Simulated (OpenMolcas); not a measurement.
# Pt⁵⁺ among point charges: CASSCF and CASPT2 levels and susceptibility

How does a field of 6 point charges split the states of Pt⁵⁺, and what χT follows?

Method: state-averaged CASSCF and CASPT2, spin-orbit coupling by RASSI with atomic mean-field integrals. Code: OpenMolcas 26.06.

### Step 1. Starting point

| Quantity | Value |
| --- | --- |
| Species | Pt⁵⁺ (platinum, Z = 78, 73 electrons) |
| Basis | ANO-RCC-VDZP [7s6p4d2f], 59 functions |
| Scalar Hamiltonian | DKH2, point nucleus |
| Inactive shells | 1s 2s 2p 3s 3p 3d 4s 4p 4d 4f 5s 5p |
| Active space | 5 electrons in 5 orbitals (5d) |
| Some configurations of this space | 5d5 |
| Orbitals | optimised for each spin and parity, averaged over all roots |

Outer shells as boxes (Hund's rule):

5d5
```
5d [↑ ][↑ ][↑ ][↑ ][↑ ]
```

The ion sits among 6 point charges of -1.7 e arranged as a tetragonal octahedron (D4h), 2.31 Å from the ion, with the axial distance 2.726 Å.

Each step is its own input file, run in one work folder so that later steps find the files of earlier ones. Labels, J, g values, rates, χT and fits are worked out afterwards by a script from the matrices that RASSI stores. The input lists half of the charges; inversion (Group=XYZ) makes the rest.

### Step 2. One- and two-electron integrals

The input, a.inp:

```
&GATEWAY
Coord
1

Pt 0.0 0.0 0.0
Basis=ANO-RCC-VDZP
Group=XYZ
NoMove
AngMom=0.0 0.0 0.0
AMFI
XField
3 Angstrom 0
2.310000 0.000000 0.000000 -1.700000
0.000000 2.310000 0.000000 -1.700000
0.000000 0.000000 2.725800 -1.700000
&SEWARD
```

Command:

```console
OMP_NUM_THREADS=1 MOLCAS_MEM=1689 MOLCAS_PROJECT=a pymolcas a.inp > a.log
```

### Step 3. CASSCF: sextets of even parity, 1 root

The input, a.inp:

```
&RASSCF
FileOrb=start.orb
Symmetry=1
Spin=6
nActEl=5 0 0
Inactive=15 19
Ras2=5 0
CIRoot=1 1 1
SDav=1
CIMx=300
Iter=120 100
PrWF=0.3
OrbListing=Nothing
MaxOrb=0
>>> COPY $Project.JobIph JOB001
```

start.orb holds the contracted functions of the basis, ordered by shell, or the orbitals of the step before.

### Step 4. CASSCF: quartets of even parity, 24 roots

The input, a.inp:

```
&RASSCF
FileOrb=start.orb
Symmetry=1
Spin=4
nActEl=5 0 0
Inactive=15 19
Ras2=5 0
CIRoot=24 24 1
SDav=24
CIMx=300
Iter=120 100
PrWF=0.3
OrbListing=Nothing
MaxOrb=0
>>> COPY $Project.JobIph JOB002
```

### Step 5. CASSCF: doublets of even parity, 75 roots

The input, a.inp:

```
&RASSCF
FileOrb=start.orb
Symmetry=1
Spin=2
nActEl=5 0 0
Inactive=15 19
Ras2=5 0
CIRoot=75 75 1
SDav=75
CIMx=300
Iter=120 100
PrWF=0.3
OrbListing=Nothing
MaxOrb=0
>>> COPY $Project.JobIph JOB003
```

### Step 6. State interaction with spin-orbit coupling

The input, a.inp:

```
&RASSI
NrOfJobIphs=3 1 24 75
1
1 2 3 4 5 6 7 8 9 10 11 12 13 14 15 16 17 18 19 20 21 22 23 24
1 2 3 4 5 6 7 8 9 10 11 12 13 14 15 16 17 18 19 20 21 22 23 24 25 26 27
28 29 30 31 32 33 34 35 36 37 38 39 40 41 42 43 44 45 46 47 48 49 50 51
52 53 54 55 56 57 58 59 60 61 62 63 64 65 66 67 68 69 70 71 72 73 74 75
IphNames
JOB001
JOB002
JOB003
EJob
SpinOrbit
DIPRint=1.0
SOCoupling=1000.0
Subsets=2
Property=9
'ANGMOM' 1 'ANGMOM' 2 'ANGMOM' 3 'MLTPL  1' 1 'MLTPL  1' 2 'MLTPL  1' 3
'AMFI' 1 'AMFI' 2 'AMFI' 3
SOProperty=3
'ANGMOM' 1 'ANGMOM' 2 'ANGMOM' 3
```

### Step 7. CASPT2: IPEA 0.25, imaginary shift 0.1 (closed shells correlated: 5s 5p)

The input, a.inp:

```
>>> COPY JOB001 $Project.JobIph
&CASPT2
Multistate=1 1
Frozen=14 16
IPEA=0.25
Imaginary=0.1
MaxIter=60
WThr=0.0 0.3 0.05
PrWF=0.5
NoMix
>>> COPY JOB002 $Project.JobIph
&CASPT2
Multistate=24 1 2 3 4 5 6 7 8 9 10 11 12 13 14 15 16 17 18 19 20 21 22
23 24
NoMult
Frozen=14 16
IPEA=0.25
Imaginary=0.1
MaxIter=60
WThr=0.0 0.3 0.05
PrWF=0.5
NoMix
>>> COPY JOB003 $Project.JobIph
&CASPT2
Multistate=75 1 2 3 4 5 6 7 8 9 10 11 12 13 14 15 16 17 18 19 20 21 22
23 24 25 26 27 28 29 30 31 32 33 34 35 36 37 38 39 40 41 42 43 44 45 46
47 48 49 50 51 52 53 54 55 56 57 58 59 60 61 62 63 64 65 66 67 68 69 70
71 72 73 74 75
NoMult
Frozen=14 16
IPEA=0.25
Imaginary=0.1
MaxIter=60
WThr=0.0 0.3 0.05
PrWF=0.5
NoMix
```

(Steps that only read results are left out.)

Before running it: what results should come out? Wanted: spin-free ground state; lowest level; next level.

The runs gave:

| quantity | value |
| --- | --- |
| method | SS-CASPT2, IPEA 0.25, imaginary shift 0.1 (closed shells correlated: 5s 5p) |
| spin-free ground state | 6A1, 1-fold in its orbital part |
| lowest level | 2-fold E1/2, g = 1.90, 5.70, 5.70 |
| next level | 47.6 cm⁻¹ |
| χT at 300 K | 3.88 cm³ K/mol |
| effective moment at 300 K | 5.57 μB |

Cost by method:

```csv
method,time of its own steps,time with the reference
A. CASSCF,22 s,22 s
"B. SS-CASPT2, IPEA 0.25, imaginary shift 0.1, +5s 5p",6.7 s,29 s
```

Times are of one thread on a shared host.

In words: The spin-free ground state (6A1) comes to 100 % from free-ion S terms and keeps the highest spin of the shell. χT at 300 K is 3.88, against 4.39 cm³ K/mol for the spin alone, so spin-orbit coupling lowers it. An active space of the d shell alone favours high spin; real ions in strong fields can be low spin. The field of point charges can differ much from that of real complexes. With metal d orbitals alone active, the gaps between spin states are rough; where two lie within a few thousand cm-1, their order is open. This is an electrostatic model: the charges have no orbitals.
